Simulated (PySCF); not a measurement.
**How the numerical set-up moves the result for NaCa**

Which parts of the numerical set-up matter for NaCa? Each run edits the base script.

Computed with PySCF 2.14.0. Level: method and basis as typed in the scripts.

1 further run of the same task is left out (it didn't finish).

## Step 1: Where the work starts

NaCa: 2 atoms, charge 0, spin multiplicity 2.

Bond lengths: Na1–Ca2 3.165 Å.

## Step 2: The base run

File input.py:

```python
from pyscf import gto, scf

mol = gto.M(
    atom='Na 0 0 0; Ca 0 0 3.165',
    basis='cc-pvdz',
    charge=0,
    spin=1,
    verbose=4,
)
mf = scf.UHF(mol)
mf = mf.density_fit(auxbasis='def2-universal-jkfit')
mf.kernel()
mf.analyze()
print('orbital energies (hartree):', [e[max(0, n-3):n+3].round(4) for e, n in zip(mf.mo_energy, mol.nelec)])
```

On the command line:

```
OMP_NUM_THREADS=1 python input.py
```

Its log is not repeated here.

In short: E(SCF) = -838.595206 Eh, 14 cycles, ⟨S²⟩ = 0.865, μ = 0.92 D.

The bond length is a typed value, not an optimised one.

## Step 3: Spin-free X2C on

Edit 1 changes spin-free X2C: off → on.

File input.py:

```python
from pyscf import gto, scf

mol = gto.M(
    atom='Na 0 0 0; Ca 0 0 3.165',
    basis='cc-pvdz',
    charge=0,
    spin=1,
    verbose=4,
)
mf = scf.UHF(mol)
mf = mf.sfx2c1e()
mf = mf.density_fit(auxbasis='def2-universal-jkfit')
mf.kernel()
mf.analyze()
print('orbital energies (hartree):', [e[max(0, n-3):n+3].round(4) for e, n in zip(mf.mo_energy, mol.nelec)])
```

On the command line:

```
OMP_NUM_THREADS=1 python input.py
```

## Step 4: Ano-rcc-vdzp (X2C on)

Edit 2 changes basis set: cc-pvdz → ano-rcc-vdzp; spin-free X2C: off → on.

Changes to input.py since step 2:

```diff
@@ -4,3 +4,3 @@
     atom='Na 0 0 0; Ca 0 0 3.165',
-    basis='cc-pvdz',
+    basis='ano-rcc-vdzp',
     charge=0,
@@ -10,2 +10,3 @@
 mf = scf.UHF(mol)
+mf = mf.sfx2c1e()
 mf = mf.density_fit(auxbasis='def2-universal-jkfit')
```

## Step 5: Cartesian functions on

Edit 3 changes Cartesian functions: off → on.

Changes to input.py since step 2:

```diff
@@ -7,2 +7,3 @@
     spin=1,
+    cart=True,
     verbose=4,
```

Before running it: what results should come out? Wanted: for each run, E(SCF); from base; gap, α spin; SCF dipole.

The runs gave:

| run | E(SCF) (hartree) | from base (eV) | cycles | gap, α spin (eV) | SCF dipole (D) | functions |
| --- | --- | --- | --- | --- | --- | --- |
| base | -838.595206 | 0 | 14 | 4.67 | 0.92 | 45 |
| spin-free X2C on | -841.266128 | -72.6795 | 14 | 4.68 | 0.90 | 45 |
| ano-rcc-vdzp (X2C on) | -841.685728 | not comparable | 13 | 4.87 | 0.73 | 40 |
| Cartesian functions on | -838.595448 | -0.0066 | 14 | 4.67 | 0.89 | 48 |

Of the runs whose energies can be compared, “spin-free X2C on” moves the SCF energy most (-72.679 eV). Scalar relativity lowers the total energy by 72.68 eV, nearly all of it in the inner shells; a basis contracted without relativity catches only part of it.
